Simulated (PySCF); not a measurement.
# Si²⁺: excitation energy in aug-cc-pV(T+d)Z

Aim: the excitation energy of silicon from differences of total energies, at each level of theory, and how far each lands from the tabulated value where there is one.

Program: PySCF 2.14.0. Level of theory: unrestricted determinants in a Gaussian basis, no spin-orbit coupling in the energies. These are calculated values, not measurements, unless marked.

## (1) The atom as given

| Item | Value |
| --- | --- |
| Element | silicon (Z = 14) |
| Basis | aug-cc-pV(T+d)Z |
| Hamiltonian | no relativity, point nucleus |
| State 1 | Si²⁺: [Ne] 3p2, high-spin 3P determinant (an excited configuration) |
| Needed too, but not shown | Si²⁺ [Ne] 3s2 (1S) |
| Methods | CCSD(T) |
| Core shells frozen in the correlated runs | valence: [Ne] (for Si²⁺) |

Outer shells as boxes (Hund's rule):

Si2+ [Ne] 3p2
```
[Ne] core
3p [↑ ][↑ ][  ]
```

One driver process ran all states and methods and kept the integrals in memory. Each run is shown as a PySCF script that sums up its settings (the driver passes frozen orbitals as a list and adds second-order terms of double hybrids); the logs are those of the runs themselves. The driver starts from symmetry-adapted Hartree-Fock orbitals, holds the occupation by maximum overlap and uses a logarithmic radial grid for functionals, so a plain start would take other cycles.

The integrals over 55 functions and the set-up took 0.42 s of CPU time.

## (2) Si²⁺ [Ne] 3p2: CCSD(T) (valence)

CCSD(T) (valence):

File input.py:

```python
from pyscf import gto, scf, dft, mp, cc
import basis_set_exchange as bse
mol = gto.M(atom="Si 0 0 0", charge=2, spin=2, symmetry="D2h",
            basis=gto.basis.parse(bse.get_basis("aug-cc-pV(T+d)Z", elements=["Si"], fmt="nwchem")))
mf = scf.UHF(mol)
mf.irrep_nelec = {'Ag': (2, 2), 'B1u': (2, 1), 'B2u': (2, 1), 'B3u': (1, 1)}
mf.kernel()
mycc = cc.CCSD(mf, frozen=5).run()
mycc.ccsd_t()
```

Before running it: what results should come out?

**Answer**, as computed:

| quantity | value |
| --- | --- |
| excitation energy, Si²⁺ → [Ne] 3p2 | UHF 14.957, FCI (valence) 15.890 eV |

Each level's miss (mean over 1 difference):

```tsv
method	mean absolute miss against FCI (valence) (eV)
UHF	0.933
MP2 (valence)	0.253
SCS-MP2 (valence)	0.042
CCSD (valence)	0.000
CCSD(T) (valence)	0.000
CCSDT (valence)	0.000
FCI (valence)	0.000
```

In words: The methods span 0.976 eV, from UHF (14.957) to SCS-MP2 (valence) (15.932). No reference value is at hand in this session. The basis is finite, and no extrapolation was made.
